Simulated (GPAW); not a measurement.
Write an ASE script for GPAW 26.7.0 that does the following.

| Item | Value |
| --- | --- |
| Task | band structure |
| Functional | LDA |
| Potentials or basis | the program's PAW data sets (release 1.2.1) made for this functional |
| Cutoff | 600 eV |
| Basis | pw |
| k mesh | 6 × 6 × 2 |
| Occupations | fermi-dirac, width 0.05 eV |
| Spin | spin-orbit coupling, no magnetisation |
| Maxiter | 150 |
| Band path | GMKGALHA,LM,KH |
| Band points | 100 |
| spin axis theta (degrees) | 90 |
| spin axis phi (degrees) | 45 |
| Soc after scf | second variation |

The system is MoS2.

```
Mo S
1.0
     3.16100    0.00000    0.00000
    -1.58050    2.73751    0.00000
     0.00000    0.00000   12.29500
Mo S
2 4
Direct
  0.33333 0.66667 0.25000
  0.66667 0.33333 0.75000
  0.33333 0.66667 0.62750
  0.66667 0.33333 0.12750
  0.33333 0.66667 0.87250
  0.66667 0.33333 0.37250
```

One way to write it, as run:

run.py

```python
import numpy as np
from ase import Atoms
from ase.dft.bandgap import bandgap
from ase.io import write
from ase.units import GPa
from gpaw import GPAW, PW
from gpaw.spinorbit import soc_eigenstates

atoms = Atoms(['Mo', 'Mo', 'S', 'S', 'S', 'S'],
              cell=[[3.161, 0.0, 0.0],
                    [-1.5805, 2.7375063014, 0.0],
                    [0.0, 0.0, 12.295]],
              scaled_positions=[[0.3333333333, 0.6666666667, 0.25],
                                [0.6666666667, 0.3333333333, 0.75],
                                [0.3333333333, 0.6666666667, 0.6275],
                                [0.6666666667, 0.3333333333, 0.1275],
                                [0.3333333333, 0.6666666667, 0.8725],
                                [0.6666666667, 0.3333333333, 0.3725]],
              pbc=True)

calc = GPAW(mode=PW(600),
            xc='LDA',
            kpts={'size': (6, 6, 2), 'gamma': True},
            occupations={'name': 'fermi-dirac', 'width': 0.05},
            nbands=46,
            convergence={'density': 1e-05, 'energy': 1e-05},
            maxiter=150,
            txt='gpaw.txt')
atoms.calc = calc
energy = atoms.get_potential_energy()
forces = atoms.get_forces()
stress = atoms.get_stress()
calc.write('gs.gpw')
write('result.traj', atoms)
print(f'Energy: {energy:.6f} eV')
print('Forces (eV/A):')
print(forces.round(4))
print('Stress (GPa):', (stress / GPa).round(3))
print('Fermi level:', round(calc.get_fermi_level(), 4), 'eV')
print(f'Gap: {bandgap(calc)[0]:.4f} eV, direct: {bandgap(calc, direct=True)[0]:.4f} eV')

path = atoms.cell.bandpath('GMKGALHA,LM,KH', npoints=100, eps=1e-4)
bs_calc = calc.fixed_density(kpts=path, symmetry='off', nbands=69,
                             convergence={'bands': 'CBM+6.0', 'eigenstates': 1e-6}, txt='bands.txt')
bs = bs_calc.band_structure()
bs.write('bs.json')
print(f'Gap on the path: {bandgap(bs_calc)[0]:.4f} eV')

soc = soc_eigenstates(bs_calc, theta=90, phi=45)
np.savetxt('soc_bands.dat', soc.eigenvalues(), fmt='%.4f')
mesh = soc_eigenstates('gs.gpw', theta=90, phi=45)
np.savetxt('soc_mesh.dat', mesh.eigenvalues(), fmt='%.4f')
print('Fermi level with spin-orbit coupling:', round(mesh.fermi_level, 4), 'eV')
```

Potentials or basis: the program's PAW data sets (release 1.2.1) made for this functional, pw.

Run with:

```sh
$ OMP_NUM_THREADS=1 python run.py
```

It gave:

```json
{"Pressure": "0.5 GPa", "Largest force": "0.695 eV/Å", "Band gap on the k mesh": "0.66 eV, indirect (least direct gap 1.52 eV)", "Band gap along the path": "0.66 eV, indirect (least direct gap 1.52 eV)"}
```

Caveat: spin-orbit coupling was added after a scalar SCF, so levels and gaps hold it while energy, forces, pressure and moments don't; this program's spin-orbit splittings come out too wide for heavy elements.

It took 6.2 min on 1 thread of AMD EPYC 7R43 64-Core Processor (Zen 3), on a shared host, peak memory 0.83 GiB.
